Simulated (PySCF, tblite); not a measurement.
**CH13BN2Si3: geometry, infrared bands and NMR shifts**

Aim: predict the infrared bands and NMR shifts of CH13BN2Si3 (`BN([SiH2]N)[SiH2][SiH2]C`).

Programs: tblite 0.8.0 and PySCF 2.14.0, with density-fitted response routines of our own. Each step states its level of theory. These are calculated values for one molecule in the gas phase, unless marked as measured. Atoms count from 0, in the outputs and in this text.

## 1. The starting structure

20 atoms, charge 0, multiplicity 1; geometry from: force field or distance geometry start.

Bonds of the start (Å): B0–N1 1.54, N1–Si2 1.79, Si2–N3 1.78, N1–Si4 1.79, Si4–Si5 2.24, Si5–C6 1.87, B0–H7 1.18, B0–H8 1.18, Si2–H9 1.47, Si2–H10 1.48, N3–H11 1.03, N3–H12 1.06, Si4–H13 1.46, Si4–H14 1.47, Si5–H15 1.46, Si5–H16 1.47, C6–H17 1.11, C6–H18 1.11, C6–H19 1.12.

## 2. Optimising the geometry with GFN2-xTB

What the job is given:

```
{"job": {"kind": "relax", "xc": "GFN2-xTB", "basis": "xTB"}, "charge": 0, "multiplicity": 1}
B      1.849900    -1.713900     0.528300
N      0.824600    -0.583800     0.324400
Si     1.526100     0.570100    -0.846100
N      2.980800     1.345800    -0.170600
Si    -0.654200    -1.310700    -0.369400
Si    -2.333400     0.168300    -0.319900
C     -2.465700     0.864600     1.405800
H      2.216100    -2.362500    -0.380700
H      2.273700    -1.934200     1.608900
H      1.863100    -0.122100    -2.094300
H      0.527000     1.621000    -1.146700
H      3.299700     2.045600    -0.854900
H      2.670500     1.865000     0.697100
H     -1.054200    -2.478900     0.416300
H     -0.411900    -1.729600    -1.761200
H     -3.588500    -0.495000    -0.675800
H     -2.053000     1.266500    -1.256600
H     -3.296600     1.592100     1.447300
H     -1.514700     1.364100     1.688700
H     -2.664500     0.038400     2.129200
```

Run with:

```console
OMP_NUM_THREADS=1 python probes_run.py task.json out
```

The driver reads the jobs from task.json and runs them one after another.

**Question.** This job is followed by: GFN2-xTB harmonic vibrations, gas phase; GIAO PBE0/pcSseg-1 NMR shielding, non-relativistic, gas phase. What will the session give for the following? strongest single infrared mode (GFN2-xTB); zero-point energy (GFN2-xTB); ¹³C shifts against TMS (PBE0/pcSseg-1); ¹H shifts against TMS (PBE0/pcSseg-1, means over atoms taken as alike); ¹¹B shifts against BF3·OEt2 (PBE0/pcSseg-1); ¹⁵N shifts against NH3 (PBE0/pcSseg-1); ²⁹Si shifts against TMS (PBE0/pcSseg-1).

As calculated:

```
                                                              quantity                                   value
                             strongest single infrared mode (GFN2-xTB)                   2152 cm⁻¹, 685 km/mol
                                          zero-point energy (GFN2-xTB)                           87.0 kcal/mol
                                ¹³C shifts against TMS (PBE0/pcSseg-1)                                -9.0 ppm
¹H shifts against TMS (PBE0/pcSseg-1, means over atoms taken as alike)  5.53, 5.26, 5.20, 3.97, 0.50, 0.31 ppm
                           ¹¹B shifts against BF3·OEt2 (PBE0/pcSseg-1)                                47.2 ppm
                                ¹⁵N shifts against NH3 (PBE0/pcSseg-1)                         128.6, 23.1 ppm
                               ²⁹Si shifts against TMS (PBE0/pcSseg-1)                 -26.4, -31.0, -86.0 ppm
```

Relaxing lowered the energy by 1.406 eV in 250 steps; the close pair that moved most is B0–N1, from 1.539 to 1.399 Å. No mode is imaginary among the 54: a minimum at this level. The strongest single mode, at 2152 cm⁻¹, moves mainly H15 and H14. GFN2-xTB is a fitted tight-binding method: band positions and strengths are rough. Its intensities can rank the bands wrongly. At PBE0/pcSseg-1: The largest span, 277 ppm, is at N1, where the paramagnetic term is -194 ppm.
